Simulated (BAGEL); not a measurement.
# singlet [SiH2ClO2]− at 4 levels

Wanted: a comparison of 4 runs (B3LYP/6-31G*, B3LYP/def2-SVPD, PBE0/def2-SVPD, RI-MP2/def2-SVPD) of singlet [SiH2ClO2]−. 

The calculation is run with BAGEL 1.2.2.

3 further runs of the same task are left out: 3 set aside as unsound or not needed.

## 1. The structure to begin with

[SiH2ClO2]− has 6 atoms, charge -1, and is taken as a singlet. SMILES of the parent species: `O[Si](O)Cl`. Geometry: relaxed at PBE0-D4/def2-TZVP. This is one conformer, not always the lowest. That shape belongs to the parent species and isn't relaxed for this state.

Bond lengths: O1–Si2 1.632 Å, Si2–O3 1.632 Å, Si2–Cl4 2.078 Å, O1–H5 0.959 Å, O3–H6 0.959 Å. Angles: O1–Si2–O3 103.6°, O1–Si2–Cl4 111.0°, O3–Si2–Cl4 111.0°, Si2–O1–H5 117.0°, Si2–O3–H6 117.1°.

## 2. The energy at B3LYP/6-31G(d) (density fitting with qzvpp-jkfit, spherical functions) (run 1)

File job.json:

```json
{ "bagel": [

{
  "title": "molecule",
  "basis": "6-31gs.json",
  "df_basis": "qzvpp-jkfit",
  "angstrom": true,
  "geometry": [
    { "atom": "O", "xyz": [      -0.320700,       1.391300,      -0.390800 ] },
    { "atom": "Si", "xyz": [       0.131800,      -0.176800,      -0.408200 ] },
    { "atom": "O", "xyz": [       1.197500,      -0.281000,       0.823600 ] },
    { "atom": "Cl", "xyz": [      -1.498500,      -1.425000,      -0.089600 ] },
    { "atom": "H", "xyz": [      -1.028800,       1.647400,      -0.984600 ] },
    { "atom": "H", "xyz": [       1.518800,      -1.155900,       1.049500 ] }
  ]
},

{ "title": "ks", "xc_func": "b3lyp", "charge": -1 },

{ "title": "print", "file": "orbitals.molden", "orbitals": true }

]}
```

The basis set 6-31G* is read from a file made from the Basis Set Exchange's data (not shown).

On the command line:

```bash
$ BAGEL_NUM_THREADS=1 BAGEL job.json > job.out
```

Log:

```text
* using 1 threads per process

  ===============================================================
  ===============================================================

  *** Geometry ***

[... 19 lines left out ...]
    * Removing 10350 points whose weight is below 1.00e-10
[... 2 lines left out ...]
  === Nuclear Repulsion ===
   216.9503985784

       - DIIS with orbital gradients will be used.

  === KS iteration (b3lyp / 6-31gs.json) ===
      0       -879.90212373          0.15061681           0.24
      1       -882.27979304          0.14422303           0.22
      2       -892.07636160          0.13002063           0.22
[... 14 lines of this table left out ...]
     17       -901.42451694          0.00000000           0.22
    * SCF iteration converged.

    * Permanent dipole moment:
           (    0.518175,    -0.024035,    -0.680757) a.u.

    * METHOD: KS                                   4.19

    * METHOD: PRINT                                0.01

  ===============================================================
```

Wall time 4.8 s (1 thread of Arm Neoverse V2, shared host); peak memory 0.3 GiB.

## 3. The energy at B3LYP/def2-SVPD (density fitting with qzvpp-jkfit) (run 2)

File job.json:

```json
{ "bagel" : [

{
  "title" : "molecule",
  "basis" : "def2-svpd.json",
  "df_basis" : "qzvpp-jkfit",
  "angstrom" : true,
  "geometry" : [
    { "atom" : "O", "xyz" : [   -0.320700,    1.391300,   -0.390800 ] },
    { "atom" : "Si", "xyz" : [    0.131800,   -0.176800,   -0.408200 ] },
    { "atom" : "O", "xyz" : [    1.197500,   -0.281000,    0.823600 ] },
    { "atom" : "Cl", "xyz" : [   -1.498500,   -1.425000,   -0.089600 ] },
    { "atom" : "H", "xyz" : [   -1.028800,    1.647400,   -0.984600 ] },
    { "atom" : "H", "xyz" : [    1.518800,   -1.155900,    1.049500 ] }
  ]
},
{ "title" : "ks", "xc_func" : "b3lyp", "charge" : -1 },
{ "title" : "print", "file" : "orbitals.molden", "orbitals" : true }

]}
```

The basis set def2-SVPD is read from a file made from the Basis Set Exchange's data (not shown).

On the command line:

```bash
$ BAGEL_NUM_THREADS=1 BAGEL job.json > job.out
```

Log:

```text
* using 1 threads per process

  ===============================================================
  ===============================================================

  *** Geometry ***

[... 19 lines left out ...]
    * Removing 10350 points whose weight is below 1.00e-10
[... 2 lines left out ...]
  === Nuclear Repulsion ===
   216.9503985784

       - DIIS with orbital gradients will be used.

  === KS iteration (b3lyp / def2-svpd.json) ===
      0       -876.28655700          0.10689085           0.40
      1       -864.71921804          0.13844745           0.38
      2       -888.83095393          0.10412064           0.38
[... 17 lines of this table left out ...]
     20       -901.17987901          0.00000001           0.38
    * SCF iteration converged.

    * Permanent dipole moment:
           (    0.505625,     0.062591,    -0.545640) a.u.

    * METHOD: KS                                   8.34

    * METHOD: PRINT                                0.02

  ===============================================================
```

Run time: 9 s. Hardware: 1 thread of Arm Neoverse V2, shared host; peak memory 0.43 GiB.

Run 3 isn't shown in full; the table further down has it.

## 4. A single-point energy at RI-MP2/def2-SVPD (density fitting with qzvpp-jkfit) (run 4)

Edit job.json of step 3 so:

```diff
@@ -16,4 +16,11 @@
 },
-{ "title" : "ks", "xc_func" : "b3lyp", "charge" : -1 },
-{ "title" : "print", "file" : "orbitals.molden", "orbitals" : true }
+{
+  "title" : "hf",
+  "charge" : -1
+},
+{
+  "title" : "mp2",
+  "charge" : -1,
+  "ncore" : 12
+}
```

The basis set def2-SVPD is read from a file made from the Basis Set Exchange's data (not shown).

On the command line:

```bash
$ BAGEL_NUM_THREADS=1 BAGEL job.json > job.out
```

Log:

```text
* using 1 threads per process

  ===============================================================
  ===============================================================

  *** Geometry ***

[... 30 lines left out ...]
    * SCF iteration converged.
[... 1 line left out ...]
    * Permanent dipole moment:
[... 2 lines left out ...]
    * METHOD: HF                                   1.68

  *** RHF ***

  === Nuclear Repulsion ===
   216.9503985784

      * DIIS with orbital gradients will be used.

  === RHF iteration (def2-svpd.json) ===
      0       -899.09051801          0.00000000           0.09
    * SCF iteration converged.

    * Permanent dipole moment:
           (    0.704319,     0.029875,    -0.839196) a.u.

  === DF-MP2 calculation ===

    * freezing 12 orbitals
    * 3-index integral transformation done
    * assembly done

      MP2 correlation energy:   -0.6510051484      0.06

      MP2 total energy:       -899.7415231575

    * METHOD: MP2                                  0.26

  ===============================================================
```

It took 2.3 s on 1 thread of Arm Neoverse V2, shared host; peak memory 0.14 GiB.

## 5. The series

| run | level | frozen core orbitals | energy (Eh) | HOMO energy (eV) | LUMO energy (eV) | HOMO–LUMO gap (eV) | wall time |
| --- | --- | --- | --- | --- | --- | --- | --- |
| 1 | B3LYP/6-31G* (density fitting with qzvpp-jkfit, spherical functions) | – | -901.424517 | 1.97 | 6.56 | 4.59 | 4.8 s |
| 2 | B3LYP/def2-SVPD (density fitting with qzvpp-jkfit) | – | -901.179879 | 0.80 | 4.10 | 3.30 | 9 s |
| 3 | PBE0/def2-SVPD (density fitting with qzvpp-jkfit) | – | -900.712226 | 0.74 | 4.38 | 3.64 | 8.7 s |
| 4 | RI-MP2/def2-SVPD (density fitting with qzvpp-jkfit) | 12 | -899.741523 | – | – | – | 2.3 s |

## 6. Outcome

| quantity | value |
| --- | --- |
| run 4: total energy | -899.74152 Eh |
| run 4: correlation energy (12 core orbitals frozen) | -651.0 mEh |

**Reading.** Over runs 1, 2, 3 the HOMO–LUMO gap runs from 3.30 eV (B3LYP/def2-SVPD) to 4.59 eV (B3LYP/6-31G*). The empty levels of an anion lie above zero and hang on the basis. Totals of different functionals can't be ranked against each other. In runs 1, 2, 3 the HOMO lies above zero, so the outermost electron may be held by the basis alone. All runs together took 25 s, the longest 9 s.
